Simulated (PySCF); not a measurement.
# TaO−: from the state search to spectroscopic constants

An exercise on one series of results from a longer session: the logs are not shown, and one member is left open.

The runs use PySCF 2.14.0; Ta def2-TZVPPD with ECP60, O def2-TZVPPD, scalar-relativistic core potentials.

1 further run of the same task is left out (set aside as unsound or not needed).

Set-up of the first run:

Settings of the job:

```json
{
 "atoms": "Ta, O",
 "charge": "-1",
 "basis": "Ta def2-TZVPPD with ECP60, O def2-TZVPPD",
 "Hamiltonian": "scalar-relativistic core potentials",
 "basis functions": "99",
 "electrons treated": "22",
 "masses in u": "180.9480, 15.9949",
 "levels": "PBE0, PBE, r²SCAN, M06-2X, TPSS, B2PLYP, BHandHLYP, PW91, HSE06, MP2, SCS-MP2, CCSD, CCSD(T)",
 "grid": "80 radial by 434 angular points",
 "occupations": "held fixed by the projection of orbital angular momentum",
 "dissociation limit": "Ta + O−, each in its ground configuration",
 "starting distance in angstrom": "2.060",
 "values of 2S to try": "0, 2, 4, 6"
}
```

Started as:

```sh
$ OMP_NUM_THREADS=2 python dia.py task.json out
```

Steps of the session up to this table: Input; PBE0 along the bond; Excited determinants; PBE; r²SCAN; M06-2X (hybrid meta-GGA); TPSS; B2PLYP; BHandHLYP (global hybrid GGA); PW91 (GGA); HSE06; Correlated methods on the Hartree–Fock reference.

One of the session's tables, all rows but one given; the rest of the session is left out.

It belongs to the step «Constants by level of theory». 

| level | Re (Å) | ωe (cm⁻¹) | De (eV) |
| --- | --- | --- | --- |
| ROHF-MP2 | 1.735 | 940 | 8.04 |
| ROHF-SCS-MP2 | 1.738 | 934 | 7.66 |
| ROHF-CCSD | 1.735 | 945 | 7.27 |
| ROHF-CCSD(T) | 1.746 | 918 | 7.70 |
| PBE | 1.738 | 919 | 7.97 |
| PW91 | 1.738 | 920 | 7.98 |
| TPSS | 1.744 | 916 | 7.72 |
| r²SCAN | 1.735 | 932 | 7.67 |
| PBE0 | 1.725 | 952 | 7.53 |
| HSE06 | 1.727 | 948 | 7.50 |
| BHandHLYP | ? | ? | ? |
| M06-2X | 1.728 | 953 | 7.35 |
| B2PLYP | 1.742 | 921 | 7.53 |

Estimate the missing values for BHandHLYP.

**Answer.** Re (Å): 1.726; ωe (cm⁻¹): 961; De (eV): 6.67. In the column «Re (Å)» it lies between PBE0 (1.725) and HSE06 (1.727).

De is counted to Ta + O− in their ground configurations.

Caveats from the session: The state is the lowest single determinant that the PBE0 search found; with open d or f shells the true ground state can be another one.
